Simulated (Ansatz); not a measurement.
Born–Oppenheimer molecular dynamics of a periodic cell of 30 atoms, Na2LiLa3Ti6O18 (host Na2LiLa3Ti6O18, host structure P1). It starts from an unrelaxed structure (largest force component 0.60 eV/Å).

Computed with DFT r2SCAN, scalar-relativistic, plane waves, PAW in Ansatz 0.2.0. Settings: accuracy low, cutoff 500 eV, k mesh 2x2x1, fermi-dirac smearing 0.05 eV, no spin polarisation.

```json
{
 "ensemble": "NVT, Nosé–Hoover chain",
 "time step": "1 fs",
 "steps asked": "110",
 "set temperature": "800 K",
 "thermostat": "time constant 100 fs, chain length 1",
 "seed": "702735"
}
```

First frame:

```xyz
30
Lattice="5.5427 0.0000 0.0000 0.0192 5.5460 0.0000 2.7121 2.6519 12.0696" Properties=species:S:1:pos:R:3
Na 2.841 5.545 1.762
Na 2.829 5.458 5.681
Li 2.795 5.596 9.069
La 5.562 2.708 5.878
La 5.543 2.708 9.959
La 5.611 2.771 1.804
Ti 2.760 2.624 11.879
Ti 2.763 2.749 7.905
Ti 2.804 2.729 3.855
Ti 5.532 5.454 11.911
Ti 5.544 5.461 7.929
Ti 5.576 5.555 3.876
O 1.191 3.919 3.808
O 4.067 6.854 7.831
O 4.101 4.103 3.838
O 2.714 2.247 10.072
O 2.706 3.087 6.091
O 4.217 4.043 0.311
O 6.719 3.873 11.828
O 6.742 7.045 7.857
O 2.755 2.378 2.051
O 5.489 5.825 10.096
O 1.365 1.276 4.347
O 1.436 4.176 0.318
O 4.006 4.067 11.877
O 5.537 5.135 6.101
O 5.532 5.859 2.056
O 4.184 4.054 8.368
O 4.205 1.390 4.343
O 6.929 4.181 8.401
```

Question: What does the run give?

Answer: All steps were run.

| Property | Result |
| --- | --- |
| steps done | 110 |
| time covered | 110 fs |
| mean temperature over the second half | 502 K |
| spread of the potential energy over the second half | 6.8 meV per atom |
| mean potential energy of the second half above the start | 53.2 meV per atom |

The conserved energy stayed within 0.073 meV per atom of its start (net change 0.046 meV per atom), so the integration is sound. The mean temperature of the second half is 37 % below the set value. A run of 0.11 ps of so small a system gives no equilibrium averages. Limits of this set-up: coarse k mesh, low accuracy level.

Question: What happens to the structure?

Answer: Mean squared displacements from the first frame to the last, about the centre of mass: Na 0.07 Å², Li 0.37 Å², La 0.07 Å², Ti 0.03 Å², O 0.12 Å². The details hang on the random start.

Question: How do temperature and energy run in time?

Answer: 
```tsv
time (fs)	T (K)	potential energy less start (eV)	conserved less start (meV/atom)
0	800	0.000	0.00
3	773	0.100	0.00
6	702	0.367	0.02
9	603	0.741	0.04
12	499	1.134	0.06
15	413	1.459	0.07
18	360	1.660	0.07
21	341	1.734	0.06
24	343	1.730	0.04
27	351	1.707	0.04
30	358	1.690	0.04
33	369	1.661	0.05
36	389	1.595	0.05
39	417	1.505	0.04
42	441	1.432	0.03
45	455	1.399	0.04
48	461	1.394	0.04
51	469	1.387	0.05
54	484	1.354	0.05
57	506	1.298	0.04
60	527	1.249	0.04
63	535	1.246	0.03
66	524	1.318	0.03
69	494	1.463	0.04
72	455	1.640	0.06
75	422	1.793	0.07
78	408	1.874	0.07
81	416	1.874	0.06
84	439	1.821	0.05
87	466	1.758	0.05
90	489	1.708	0.05
93	510	1.673	0.05
96	532	1.637	0.05
99	558	1.589	0.05
102	583	1.548	0.04
105	592	1.566	0.03
108	576	1.685	0.03
```

Run time: 26 min on 4 threads of AMD EPYC 7571, with other jobs on the host, peak memory 2.1 GiB.
